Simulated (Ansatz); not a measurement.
Cd, space group R-3m, a relaxation followed by a look at the electronic structure

Computed with the Ansatz DFT code, driven from Python.

The script reads `cd.extxyz`:
```text
1
Lattice="1.60802915 0.92839606 2.44928741 -1.60802915 0.92839606 2.44928741 0.0 -1.85679213 2.44928741" Properties=species:S:1:pos:R:3 pbc="T T T"
Cd    0.00000000    0.00000000    0.00000000
```

Interactive session:
```pycon
>>> import warnings
>>> import ansatz
>>> import numpy as np
>>> def count_gap(report):
...     # lowest empty less highest filled band, counting bands; zero where they overlap
...     return max(report.get('gap_by_band_count_ev') or 0.0, 0.0)
...
>>> def configured(crystal, spacing):
...     return (
...         crystal.calculation()
...         .functional('lda')
...         .basis(28 * ansatz.Ry, density_ratio=8)
...         .accuracy('medium')
...         .occupations('cold')
...         .scf(max_iterations=80)
...         .kpoints(spacing=spacing)
...     )
...
>>> warnings.simplefilter('ignore', ansatz.DeckWarning)
>>> cell = ansatz.Crystal.from_extxyz('cd.extxyz')
>>> cell.resolved().tree()['lattice']
((1.60802915, 0.92839606, 2.44928741), (-1.60802915, 0.92839606, 2.44928741), (0.0, -1.85679213, 2.44928741))
>>> relaxed = configured(cell, 0.34).relax(cell=True, force_tolerance=0.01, max_steps=40).checkpoint(write='relax.run', compress=False).run()

>>> cell = np.asarray(relaxed.lattice.cell_ang)
>>> print('relaxed edges (A):', np.linalg.norm(cell, axis=1).round(4), ' volume:', round(abs(np.linalg.det(cell)), 3), 'A^3')
relaxed edges (A): [2.9769 2.9769 2.9769]  volume: 20.101 A^3
>>> for site in relaxed.lattice.sites:
...     print(' ', site.symbol, np.round(site.position_frac, 4) + 0.0)
...
  Cd [0. 0. 0.]
>>> final = ansatz.Crystal.from_checkpoint('relax.run')
>>> res = configured(final, 0.26).functional('lda').stress().band_table().density_of_states(energy_step=0.05).run()
>>> rep = res.report
>>> rep['kpoints_frac'][:4]
[[0.0, 0.0, 0.0], [0.0, 0.0, 0.1], [0.0, 0.0, 0.2], [0.0, 0.0, 0.3]]
>>> dos = res.density_of_states()
>>> print(f'pressure at the relaxed cell {np.trace(rep["stress_gpa"]) / 3:.3f} GPa, gap by band count {count_gap(rep):.3f} eV')
pressure at the relaxed cell -0.283 GPa, gap by band count 0.000 eV
>>> if count_gap(rep) == 0:
...     print('states/eV at the Fermi level:', round(float(np.interp(dos.fermi_ev, dos.energies_ev, dos.spin_summed_g_bin_mean_per_ev)), 3))
...
states/eV at the Fermi level: 0.261
```

Caveats:
- These settings explore the input space; cutoff and mesh may be short of convergence.
- The cutoff lies under the one recommended for these potentials.
- Under the recommended cutoff a pressure can be off by several GPa, even in sign.
- For a metal this k-point mesh is coarse: on a finer one energies can move by several to tens of meV an atom and pressures by half a GPa or more, differences at one mesh by less.
- The zero of the levels is a convention of the potentials, so an absolute Fermi energy is no work function.
- A gap by band count of zero or less means overlapping bands, a metal.
- This isn't the structure that Cd takes at ambient conditions.
- Gaps and levels are Kohn-Sham values on a finite set of k-points, without spin-orbit coupling.
- Where the second run takes another functional or mesh than the relaxation, its pressure isn't zero; pressure is positive in compression.
- The density of states is complete only as far up as bands were computed.
- The script silences the warnings on its input, which a real study should read.
- Run time: 3.3 s on 1 thread of Intel(R) Xeon(R) 6975P-C (Granite Rapids), with other jobs on the host, peak memory 0.41 GiB.

(Lines on the test bed's own set-up are left out of the output.)
